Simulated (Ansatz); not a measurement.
Crystal: HfIn4SiO6.

```xyz
12
Lattice="5.2774 0.0000 0.0000 -2.6387 4.5704 0.0000 0.0000 0.0000 10.5590" Properties=species:S:1:pos:R:3 pbc="T T T"
Hf    0.0000    0.0000    0.0000
In    0.0000    3.0469    3.2148
In    0.0000    3.0469    7.3442
In    2.6387    1.5234    8.3331
In    2.6387    1.5234    2.2260
Si    0.0000    3.0469    0.0000
O     0.6361    1.6984    9.5002
O     1.4859    3.1703    1.0589
O     0.8498    4.2720    9.5002
O    -0.6360    1.6984    1.0589
O    -1.4858    3.1703    9.5002
O    -0.8498    4.2720    1.0589
```

The cell was built by a generator and needn't be a form met in nature.

| Property | Result |
| --- | --- |
| Program | Ansatz 0.2.0 |
| Task | relaxation of cell and atoms |
| Functional | r2SCAN |
| Dispersion | D4 |
| Potentials or basis | Ansatz PAW |
| Cutoff | 500 eV (not typed: the program's choice for these potentials) |
| k mesh | 4 × 4 × 2 |
| Occupations | fermi-dirac, width 0.05 eV |
| Spin | no spin polarisation |

At the start: volume 21.22 Å³/atom.

How do energy, volume and symmetry change on relaxing?

It ends after 9 steps and the volume is 19.15 Å³/atom (-9.8 %); space group P312 (No. 149, to 0.05 Å).

The path:
```
step  energy change (eV)  largest force (eV/Å)  volume (Å³)
   1              0.0000                0.2968       254.68
   2             -0.0961                0.3935       242.41
   3             -0.1485                0.1006       238.07
   4             -0.1749                0.1626       230.09
   5             -0.1779                0.0686       229.13
   6             -0.1784                0.0380       230.37
   7             -0.1793                0.0122       229.86
   8             -0.1794                0.0051       229.79
   9             -0.1720                0.0051       229.79
```

Final structure:
```
CELL_PARAMETERS angstrom
5.15726 0.00000 0.00000
-2.57863 4.46631 0.00000
0.00000 0.00000 9.97612
ATOMIC_POSITIONS crystal
Hf 0.00000 0.00000 0.00000
In 0.33333 0.66667 0.32152
In 0.33333 0.66667 0.67848
In 0.66667 0.33333 0.77635
In 0.66667 0.33333 0.22365
Si 0.33333 0.66667 0.00000
O 0.31396 0.37268 0.89509
O 0.62732 0.68604 0.10491
O 0.62732 0.94128 0.89509
O 0.05872 0.37268 0.10491
O 0.05872 0.68604 0.89509
O 0.31396 0.94128 0.10491
```

Caveat: the plane-wave basis is chosen anew once the cell has moved, so the energies of steps on either side of that aren't comparable; pairwise dispersion overbinds metals, which lowers pressure and volume; the PAW data sets come from PBE, with cores solved anew for the run's functional, which leaves a small shift of forces and pressure.
